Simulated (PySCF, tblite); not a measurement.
# C₅H₁₃NSi: geometry, infrared bands and NMR shifts

Aim: predict the infrared bands and NMR shifts of C₅H₁₃NSi (`C=CN([SiH3])C(C)C`).

Computed with tblite 0.8.0 and PySCF 2.14.0, with density-fitted response routines of our own, on a single molecule in the gas phase. Atoms are numbered from 0 throughout.

## Step 1: The starting structure

20 atoms, charge 0, multiplicity 1; geometry from: force field or distance geometry start.

Bonds of the start (Å): C0–C1 1.29, C1–N2 1.44, N2–Si3 1.81, N2–C4 1.46, C4–C5 1.50, C4–C6 1.50, C0–H7 1.11, C0–H8 1.09, C1–H9 1.11, Si3–H10 1.46, Si3–H11 1.48, Si3–H12 1.47, C4–H13 1.12, C5–H14 1.13, C5–H15 1.12, C5–H16 1.11, C6–H17 1.10, C6–H18 1.11, C6–H19 1.12.

## Step 2: Relaxing the molecule with GFN2-xTB

What the job is given:

```
{"job": {"kind": "relax", "xc": "GFN2-xTB", "basis": "xTB"}, "charge": 0, "multiplicity": 1}
C     -1.378000     1.959400    -0.698200
C     -1.009600     1.171600     0.253600
N     -0.575900    -0.187000     0.078800
Si    -1.823900    -1.453200    -0.236900
C      0.826300    -0.572600     0.128600
C      1.410400    -0.231600     1.467000
C      1.676800     0.081500    -0.925000
H     -1.678500     2.985800    -0.403900
H     -1.419300     1.669000    -1.752500
H     -1.004400     1.548300     1.301900
H     -2.042500    -1.672900    -1.664900
H     -1.376000    -2.743200     0.320900
H     -3.114300    -1.125900     0.397300
H      0.876700    -1.678100    -0.049500
H      1.590100     0.883200     1.485600
H      2.420500    -0.705400     1.513900
H      0.785000    -0.519400     2.332100
H      1.578700     1.174400    -0.985900
H      1.515800    -0.400500    -1.910200
H      2.736800    -0.172900    -0.655700
```

On the command line:

```sh
OMP_NUM_THREADS=1 python probes_run.py task.json out
```

One launch serves the whole session: the jobs run in the order shown.

**Question.** This job is followed by: GFN2-xTB harmonic vibrations, gas phase; GIAO PBE0/pcSseg-1 NMR shielding, non-relativistic, gas phase. Predict these results of the whole session: strongest single infrared mode (GFN2-xTB); zero-point energy (GFN2-xTB); 13C shifts against TMS (PBE0/pcSseg-1, means over atoms taken as alike); 1H shifts against TMS (PBE0/pcSseg-1, means over atoms taken as alike); 15N shifts against NH3 (PBE0/pcSseg-1); 29Si shifts against TMS (PBE0/pcSseg-1).

As calculated:

| quantity | value |
| --- | --- |
| strongest single infrared mode (GFN2-xTB) | 2218 cm⁻¹, 413 km/mol |
| zero-point energy (GFN2-xTB) | 103.6 kcal/mol |
| 13C shifts against TMS (PBE0/pcSseg-1, means over atoms taken as alike) | 143.6, 88.9, 55.8, 25.2 ppm |
| 1H shifts against TMS (PBE0/pcSseg-1, means over atoms taken as alike) | 6.52, 4.70, 4.20, 3.98, 3.25, 1.18 ppm |
| 15N shifts against NH3 (PBE0/pcSseg-1) | 86.5 ppm |
| 29Si shifts against TMS (PBE0/pcSseg-1) | -52.6 ppm |

In words: The optimisation took 156 steps and gained 0.755 eV; among the close pairs (by a distance rule), N2–Si3 changed most, from 1.806 to 1.734 Å. No mode is imaginary among the 54: a minimum at this level. The strongest single mode, at 2218 cm⁻¹, moves mainly H10. GFN2-xTB is a fitted tight-binding method: band positions and strengths are rough. Its intensities can rank the bands wrongly. C1 (alkene carbon bearing nitrogen) lies farthest downfield among carbon, at 143.6 ppm; an sp2 carbon further deshielded by the attached heteroatom. H9 (hydrogen on an alkene carbon bearing nitrogen) lies farthest downfield among hydrogen, at 6.52 ppm; attached to an sp2 carbon and in the plane of the double bond. At PBE0/pcSseg-1: Shielding is most anisotropic at C1 (span 216 ppm, paramagnetic term -211 ppm).
